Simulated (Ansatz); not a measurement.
**B₂H₃Br (SMILES BBBr): single points off equilibrium**

The atoms stand at a structure displaced at random from a GFN2-xTB minimum. How far do the functionals agree with CCSD(T) there?

Method: single points in def2-TZVPP; program: Ansatz 0.2.0, Gaussian basis.

Cores are frozen in the correlated methods. Filled d shells of the heavier atoms are correlated.

## (1) The system as given

SMILES `BBBr`, 6 atoms, charge 0, spin multiplicity 1.

Atoms are counted from 1 here; the program's logs count them from 0.

Bond lengths: B1–B2 1.687 Å, B1–H4 1.089 Å, B1–H5 1.171 Å, B2–Br3 1.900 Å, B2–H6 1.159 Å. Angles: B2–B1–H4 120.7°, B2–B1–H5 120.6°, H4–B1–H5 118.7°, B1–B2–Br3 114.4°, B1–B2–H6 122.7°, Br3–B2–H6 122.7°.

As a file:

```xyz
6
charge 0, multiplicity 1
B    -0.2693   -0.0093   -0.8489
B     0.2280   -0.3027    0.7365
Br    0.6526    1.2612    1.7280
H    -1.3158    0.1862   -1.0760
H     0.5069   -0.0077   -1.7263
H     0.2280   -1.3618    1.2078
```

## (2) CCSD(T)/def2-TZVPP

run/in.yaml reads:

```yaml
crystal:
  periodic: [false, false, false]
  atoms:
    - {symbol: B, position_ang: [-0.269300, -0.009300, -0.848900]}
    - {symbol: B, position_ang: [0.228000, -0.302700, 0.736500]}
    - {symbol: Br, position_ang: [0.652600, 1.261200, 1.728000]}
    - {symbol: H, position_ang: [-1.315800, 0.186200, -1.076000]}
    - {symbol: H, position_ang: [0.506900, -0.007700, -1.726300]}
    - {symbol: H, position_ang: [0.228000, -1.361800, 1.207800]}
basis:
  gaussian: {orbitals: def2-TZVPP}
correlation: {method: ccsd_t}
output: {forces: true}
```

The command line of these runs was not kept.

## (3) PBE0-D4/def2-TZVPP

Changes to run/in.yaml since step 2:

```diff
@@ -11,3 +11,3 @@
   gaussian: {orbitals: def2-TZVPP}
-correlation: {method: ccsd_t}
-output: {forces: true}
+hamiltonian: {xc: pbe0, dispersion: d4}
+output: {forces: true, orbitals: {seedname: orbitals}}
```

## (4) wB97M-V/def2-TZVPP

Changes to run/in.yaml since step 3:

```diff
@@ -11,3 +11,3 @@
   gaussian: {orbitals: def2-TZVPP}
-hamiltonian: {xc: pbe0, dispersion: d4}
-output: {forces: true, orbitals: {seedname: orbitals}}
+hamiltonian: {xc: {name: wB97M-V}}
+output: {forces: true}
```

## (5) r2SCAN-D4/def2-TZVPP

Changes to run/in.yaml since step 4:

```diff
@@ -11,3 +11,3 @@
   gaussian: {orbitals: def2-TZVPP}
-hamiltonian: {xc: {name: wB97M-V}}
+hamiltonian: {xc: r2scan, dispersion: d4}
 output: {forces: true}
```

## (6) PBE-D4/def2-TZVPP

Changes to run/in.yaml since step 5:

```diff
@@ -11,3 +11,3 @@
   gaussian: {orbitals: def2-TZVPP}
-hamiltonian: {xc: r2scan, dispersion: d4}
+hamiltonian: {xc: pbe, dispersion: d4}
 output: {forces: true}
```

## (7) revPBE-D4/def2-TZVPP

Changes to run/in.yaml since step 6:

```diff
@@ -11,3 +11,3 @@
   gaussian: {orbitals: def2-TZVPP}
-hamiltonian: {xc: pbe, dispersion: d4}
+hamiltonian: {xc: {name: revPBE}, dispersion: d4}
 output: {forces: true}
```

## (8) LC-wPBE/def2-TZVPP

Changes to run/in.yaml since step 7:

```diff
@@ -11,3 +11,3 @@
   gaussian: {orbitals: def2-TZVPP}
-hamiltonian: {xc: {name: revPBE}, dispersion: d4}
+hamiltonian: {xc: {name: LC-wPBE}}
 output: {forces: true}
```

(Steps that only read results are left out.)

**Question.** What will these runs give? Wanted: energy less free atoms, CCSD(T)/def2-TZVPP; RMS force component; RMS force error; HOMO and LUMO, PBE0-D4; T1 diagnostic.

The runs gave:

| quantity | value |
| --- | --- |
| energy less free atoms, CCSD(T)/def2-TZVPP | -1824.1 kJ/mol |
| RMS force component | 1.193 to 1.332 eV/Å over the methods |
| RMS force error | PBE0-D4 0.115, wB97M-V 0.084, r2SCAN-D4 0.140, PBE-D4 0.190, revPBE-D4 0.179, LC-wPBE 0.124 eV/Å |
| HOMO and LUMO, PBE0-D4 | -7.74 and -1.95 eV |
| T1 diagnostic | 0.011 |

Against CCSD(T) the functionals' energies less atoms differ by -80.1 to -36.7 kJ/mol, PBE-D4 by -78.2 kJ/mol. A larger basis would deepen the CCSD(T) value, while the functionals are nearly converged already, so the order here is not reliable. The forces of wB97M-V come nearest to CCSD(T), those of PBE-D4 are farthest. Frozen-core CCSD(T) forces in triple zeta carry basis errors of their own, and this is one geometry, so small gaps rank nothing.
